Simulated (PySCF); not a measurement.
# C₆H₉ClOSi: magnetic properties

Aim: compute the magnetic properties of C₆H₉ClOSi (`CO[Si@H]1C=C[C@@H](Cl)C=C1`).

Computed with PySCF 2.14.0 and routines of our own; the level stands in each step. Atoms count from 0.

## (1) The system as given

18 atoms, charge 0, multiplicity 1; geometry from: GFN2-xTB.

## (2) Magnetic properties: GIAO PBE0/pcSseg-1

Job settings and geometry (Å):

```
{"job": {"kind": "mag", "xc": "PBE0", "basis": "pcSseg-1", "isotopologues": 0}, "charge": 0, "multiplicity": 1}
C      2.420529    -0.819541    -0.841361
O      2.268705    -0.033567     0.307480
Si     0.910520     0.559564     0.978866
C     -0.112360     1.642141    -0.174634
C     -1.328002     1.306035    -0.589877
C     -2.051516     0.046804    -0.256980
Cl    -2.014383    -0.975852    -1.780648
C     -1.554384    -0.831507     0.839181
C     -0.366027    -0.751841     1.426326
H      3.485174    -1.018972    -0.968746
H      2.041593    -0.297772    -1.723185
H      1.885509    -1.766430    -0.739037
H      1.507883     1.253164     2.111032
H      0.291398     2.585395    -0.519261
H     -1.880310     1.946387    -1.270177
H     -3.117382     0.252657    -0.117557
H     -2.256993    -1.613318     1.109733
H     -0.138713    -1.477031     2.197188
```

With the program's defaults for keys left out, this is: GIAO PBE0/pcSseg-1 magnetisability, rotational g tensor and spin-rotation constants, non-relativistic, gas phase.

Started as:

```
OMP_NUM_THREADS=1 python excited_run.py task.json out
```

This one command runs all jobs of the session in turn.

What it wrote:

```text
coarse grid: 16432 points
cycle   1  E = -1058.0943870483  dE =  1.225e+00  |g| = 7.299e-01  |ddm| = 3.979e+00
cycle   2  E = -1057.9561860072  dE =  1.382e-01  |g| = 1.116e+00  |ddm| = 1.654e+00
cycle   3  E = -1058.1981407673  dE = -2.420e-01  |g| = 1.393e-01  |ddm| = 1.161e+00
cycle   4  E = -1058.2023072682  dE = -4.167e-03  |g| = 4.549e-02  |ddm| = 1.705e-01
cycle   5  E = -1058.2027669476  dE = -4.597e-04  |g| = 1.821e-02  |ddm| = 5.558e-02
cycle   6  E = -1058.2028390132  dE = -7.207e-05  |g| = 6.053e-03  |ddm| = 1.915e-02
cycle   7  E = -1058.2028476491  dE = -8.636e-06  |g| = 1.230e-03  |ddm| = 6.386e-03
final grid: 150480 points
cycle   8  E = -1058.2668515565  dE = -3.260e-05  |g| = 1.188e-02  |ddm| = 3.272e-02
cycle   9  E = -1058.2668209013  dE =  3.066e-05  |g| = 1.727e-02  |ddm| = 2.199e-02
cycle  10  E = -1058.2668801912  dE = -5.929e-05  |g| = 1.705e-03  |ddm| = 1.416e-02
cycle  11  E = -1058.2668807480  dE = -5.568e-07  |g| = 3.280e-04  |ddm| = 1.689e-03
cycle  12  E = -1058.2668807702  dE = -2.213e-08  |g| = 6.509e-05  |ddm| = 3.741e-04
cycle  13  E = -1058.2668807709  dE = -7.096e-10  |g| = 3.432e-05  |ddm| = 1.020e-04
cycle  14  E = -1058.2668807712  dE = -2.954e-10  |g| = 8.276e-06  |ddm| = 3.888e-05
converged SCF energy = -1058.2668807712

Magnetisability tensor (1e-30 J/T^2)
    -1331.78       81.03      106.06
       81.03    -1396.33     -226.04
      106.06     -226.04    -1557.69
isotropic -1428.60   principal values   -1758.69  -1290.56  -1236.55
isotropic susceptibility -86.032 1e-6 cm^3/mol

Inertial axes            a          b          c
rot. const./GHz      1.7992     0.8160     0.7499
chi total           -78.038   -105.592    -74.467
chi diamagnetic    -809.349  -1541.622  -1661.414
chi paramagnetic    731.311   1436.030   1586.947
quadrupole/D A       -7.516      1.656      5.860
g nuclear            0.5862     0.5445     0.5417
g electronic        -0.6181    -0.5505    -0.5591
g total             -0.0319    -0.0060    -0.0173

Spin-rotation constants (kHz, H = +C I.J)
atom  isotope        aa         bb         cc
  6   35Cl        0.603      0.078      0.301
  9     1H        0.017     -0.048     -0.074
 10     1H       -0.105     -0.078      0.001
 11     1H       -0.105     -0.078      0.001
 12     1H       -0.007     -0.027     -0.066
 13     1H       -0.143     -0.099      0.068
 14     1H       -0.060     -0.088      0.034
 15     1H        0.028     -0.053     -0.073
 16     1H       -0.060     -0.088      0.035
 17     1H       -0.143     -0.099      0.068
  0    13C*       0.393      0.115      0.165
  1    17O*      -0.086     -0.080     -0.014
  2   29Si*      -1.101     -0.417     -0.458
  3    13C*       0.654      0.092      0.365
  4    13C*       0.657      0.128      0.408
  5    13C*       0.432      0.126      0.152
* in the singly substituted isotopologue
```

Run time: 62 s. Hardware: 1 thread of Arm Neoverse V1, shared host; peak memory 0.92 GiB.

In short:

```csv
quantity,value
magnetisability,-1429·10⁻³⁰ J/T²
molar susceptibility,-86.0·10⁻⁶ cm³/mol
"rotational g (a, b, c)","-0.0319, -0.0060, -0.0173"
```

The fields below are evaluated on a grid from the run's orbitals.

Frontier orbitals at PBE0/pcSseg-1, with the share of their density that lies nearest to each atom:

```csv
orbital,energy (eV),lies on
HOMO,-7.82,"O1 22 %; C3, C8 about 15 % each; C4, C7 about 10 % each"
LUMO,-1.55,Cl6 18 %; 5 C atoms about 11 % each; Si2 7 %
```

ELF in a plane through or near 6 of the atoms.

Ten even steps from '0' (0.00) to '9' (1.00):
```
0000000000000000000000000000
0000000000000000000000000000
0000000000000000000000000000
0000000000000000003100000000
0000000000000100179960000000
0000000000001221499980000000
0000000000002467689940000000
0000000000002588227300000000
0000331122001345688357500000
0003875466310100561899940000
0003885466310100562999940000
0000331121001345688357500000
0000000000002588327300000000
0000000000002467689940000000
0000000000001221399981000000
0000000000000100089960000000
0000000000000000002100000000
0000000000000000000000000000
0000000000000000000000000000
0000000000000000000000000000
```
The map spans 12.5 Å across and 10.1 Å up, centred on the molecule. Atoms in the plane (x, y in Å): C4 (1.5, -1.3), C5 (2.0, 0.0), C7 (1.5, 1.3), H14 (2.1, -2.1), H15 (3.1, 0.0), H16 (2.1, 2.2).

log10 of the density (e/Å³) in the same plane.

Ten even steps from '0' (-4.0) to '9' (0.6):
```
0000000000000000000000000000
0000000000000000000000000000
0000000000000111111100000000
0000000000012333344321000000
0000000001234455566542100000
0000001122234566678753100000
0000123344445677889754210000
0001234455555678998754310000
0013456677656677898766431000
0013567888766666799887642000
0013567888766666799887642000
0013456677656677898766431000
0001234555555678998754310000
0000123344445677899753210000
0000001122234566678753100000
0000000001234455566543100000
0000000000012333344321000000
0000000000000111111100000000
0000000000000000000000000000
0000000000000000000000000000
```
The map spans 12.5 Å across and 10.1 Å up, centred on the molecule. Atoms in the plane (x, y in Å): C4 (1.5, -1.3), C5 (2.0, 0.0), C7 (1.5, 1.3), H14 (2.1, -2.1), H15 (3.1, 0.0), H16 (2.1, 2.2).

On the surface of density 0.002 e/bohr³ the electrostatic potential runs, from the 1st to the 99th percentile, from -1.28 V near O1 to 1.07 V near H15.

## (3) Magnetic properties: GIAO PBE0/STO-3G in chloroform, grid 4

Settings changed since step 2:

```diff
@@ -1,2 +1,2 @@
-{"job": {"kind": "mag", "xc": "PBE0", "basis": "pcSseg-1", "isotopologues": 0}, "charge": 0, "multiplicity": 1}
+{"job": {"kind": "mag", "xc": "PBE0", "basis": "STO-3G", "grid": 4, "solvent": "chloroform"}, "charge": 0, "multiplicity": 1}
 C      2.420529    -0.819541    -0.841361
```

Method: GIAO PBE0/STO-3G magnetisability, non-relativistic, IEF-PCM chloroform.

What it wrote:

```text
coarse grid: 16432 points
cycle   1  E = -1046.0980908260  dE =  1.015e+00  |g| = 5.708e-01  |ddm| = 5.603e+00
cycle   2  E = -1046.0471111740  dE =  5.098e-02  |g| = 7.409e-01  |ddm| = 1.898e+00
cycle   3  E = -1046.2154551902  dE = -1.683e-01  |g| = 6.833e-02  |ddm| = 1.116e+00
cycle   4  E = -1046.2167529217  dE = -1.298e-03  |g| = 3.383e-02  |ddm| = 1.367e-01
cycle   5  E = -1046.2170402346  dE = -2.873e-04  |g| = 1.443e-02  |ddm| = 5.338e-02
cycle   6  E = -1046.2171045709  dE = -6.434e-05  |g| = 1.926e-03  |ddm| = 2.124e-02
cycle   7  E = -1046.2171057185  dE = -1.148e-06  |g| = 4.210e-04  |ddm| = 2.969e-03
final grid: 398888 points
cycle   8  E = -1046.1540168572  dE = -7.757e-06  |g| = 5.538e-03  |ddm| = 1.856e-02
cycle   9  E = -1046.1540164628  dE =  3.943e-07  |g| = 5.666e-03  |ddm| = 1.607e-02
cycle  10  E = -1046.1540266424  dE = -1.018e-05  |g| = 5.010e-04  |ddm| = 8.498e-03
cycle  11  E = -1046.1540267174  dE = -7.498e-08  |g| = 1.406e-04  |ddm| = 7.658e-04
cycle  12  E = -1046.1540267234  dE = -6.027e-09  |g| = 2.283e-05  |ddm| = 1.982e-04
cycle  13  E = -1046.1540267236  dE = -1.658e-10  |g| = 2.793e-06  |ddm| = 3.486e-05
converged SCF energy = -1046.1540267236

Magnetisability tensor (1e-30 J/T^2)
    -1457.82       99.72      130.43
       99.72    -1506.75     -234.34
      130.43     -234.34    -1669.22
isotropic -1544.60   principal values   -1897.28  -1397.04  -1339.47
isotropic susceptibility -93.018 1e-6 cm^3/mol

Inertial axes            a          b          c
rot. const./GHz      1.7992     0.8160     0.7499
chi total           -84.212   -114.176    -80.665
chi diamagnetic    -800.549  -1532.560  -1651.798
chi paramagnetic    716.336   1418.384   1571.133
quadrupole/D A       -6.906      1.822      5.084
```

Wall time 23 s (1 thread of Arm Neoverse V1, shared host); peak memory 0.58 GiB.

In short:

```csv
quantity,value
magnetisability,-1545·10⁻³⁰ J/T²
molar susceptibility,-93.0·10⁻⁶ cm³/mol
```

## (4) Summary of results

```
                                           quantity                      value
       magnetisability (step 2, GIAO PBE0/pcSseg-1)           -1429·10⁻³⁰ J/T²
  molar susceptibility (step 2, GIAO PBE0/pcSseg-1)         -86.0·10⁻⁶ cm³/mol
rotational g (a, b, c) (step 2, GIAO PBE0/pcSseg-1)  -0.0319, -0.0060, -0.0173
              surface potential, 1st and 99th percentile         -1.28 V and 1.07 V
```

**Reading.** By nearest atom (PBE0/pcSseg-1), the HOMO sits on O1 22 %; C3, C8 about 15 % each and the LUMO on Cl6 18 %; 5 C atoms about 11 % each. Vibrational averaging and real surroundings are missing from these values.
